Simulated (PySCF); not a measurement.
# Zn2 at other levels of theory

What do other methods print for Zn2?

Program: PySCF 2.14.0. Level of theory: method and basis as typed in the scripts. These are calculated values, not measurements.

2 further runs of the same task are left out: 2 that didn't finish.

### Step 1. Starting geometry

Zn2: 2 atoms, charge 0, spin multiplicity 1.

No contacts short enough for the rule that draws bonds.

### Step 2. The run that the others are compared with

Contents of input.py:

```python
from pyscf import gto, scf, mp

mol = gto.M(
    atom='Zn 0 0 0; Zn 0 0 2.737',
    basis='lanl2dz',
    ecp={'Zn': 'lanl2dz'},
    charge=0,
    spin=0,
    symmetry=True,
    verbose=3,
)
mf = scf.UHF(mol)
mf.kernel()
mp.MP2(mf).kernel()
mf.dip_moment()
print('orbital energies (hartree):', [e[max(0, n-3):n+3].round(4) for e, n in zip(mf.mo_energy, mol.nelec)])
```

Launch:

```
OMP_NUM_THREADS=1 python input.py
```

### Step 3. TDHF

Run 1 changes step after the SCF: mp2 → tddft; number of roots: none → 4.

input.py: that of step 2 with these lines changed.

```diff
@@ -1,2 +1,2 @@
-from pyscf import gto, scf, mp
+from pyscf import gto, scf, tdscf
 
@@ -13,3 +13,6 @@
 mf.kernel()
-mp.MP2(mf).kernel()
+td = tdscf.TDHF(mf)
+td.nstates = 4
+td.kernel()
+td.analyze(verbose=3)
 mf.dip_moment()
```

### Step 4. X3lyp (UKS)

Run 2 changes functional: none (Hartree–Fock) → x3lyp; SCF type: UHF → UKS; step after the SCF: mp2 → analyze.

input.py: that of step 2 with these lines changed.

```diff
@@ -1,2 +1,2 @@
-from pyscf import gto, scf, mp
+from pyscf import gto, dft
 
@@ -11,5 +11,5 @@
 )
-mf = scf.UHF(mol)
+mf = dft.UKS(mol, xc='x3lyp')
 mf.kernel()
-mp.MP2(mf).kernel()
+mf.mulliken_pop()
 mf.dip_moment()
```

### Step 5. Frequency run

Run 3 changes step after the SCF: mp2 → frequency.

input.py: that of step 2 with these lines changed.

```diff
@@ -1,2 +1,3 @@
-from pyscf import gto, scf, mp
+from pyscf import gto, scf
+from pyscf.hessian import thermo
 
@@ -13,3 +14,4 @@
 mf.kernel()
-mp.MP2(mf).kernel()
+hess = mf.Hessian().kernel()
+print('wavenumber (cm^-1) =', thermo.harmonic_analysis(mol, hess)['freq_wavenumber'].round(1))
 mf.dip_moment()
```

### Step 6. Geometry optimisation

Run 4 changes step after the SCF: mp2 → optimize.

Contents of input.py:

```python
from pyscf import gto, scf
from pyscf.geomopt.geometric_solver import optimize

mol = gto.M(
    atom='Zn 0 0 0; Zn 0 0 2.737',
    basis='lanl2dz',
    ecp={'Zn': 'lanl2dz'},
    charge=0,
    spin=0,
    symmetry=True,
    verbose=3,
)
mf = scf.UHF(mol)
mf.kernel()
mol_eq = optimize(mf, maxsteps=30)
print('optimised geometry (angstrom)')
print(mol_eq.tostring('raw'))
print('orbital energies (hartree):', [e[max(0, n-3):n+3].round(4) for e, n in zip(mf.mo_energy, mol.nelec)])
```

### Step 7. Frozen orbitals 1

Run 5 changes frozen orbitals: none → 1.

input.py: that of step 2 with these lines changed.

```diff
@@ -13,3 +13,3 @@
 mf.kernel()
-mp.MP2(mf).kernel()
+mp.MP2(mf, frozen=1).kernel()
 mf.dip_moment()
```

What does the calculation give? Wanted: for each run, E(SCF); from base; after the SCF.

**Answer**, as computed:

```
                  run  E(SCF) (hartree)  from base (eV)                           after the SCF
                 base       -127.022494               0              MP2 correlation -10.312 eV
                 TDHF       -127.022494          0.0000               lowest root found 1.06 eV
          x3lyp (UKS)       -131.042228  not comparable                                     n/a
        frequency run       -127.022494          0.0000                   highest mode 145 cm⁻¹
geometry optimisation       -127.022494          0.0000                 bond 5.806 Å, -0.508 eV
    frozen orbitals 1       -127.022494          0.0000  MP2 correlation -8.590 eV, core frozen
```

SCF columns refer to the geometry typed in the script.

Total energies of different functionals can't be compared with each other; differences within one functional can. The dearest run is “geometry optimisation”, at 9.2 s against 1.1 s.
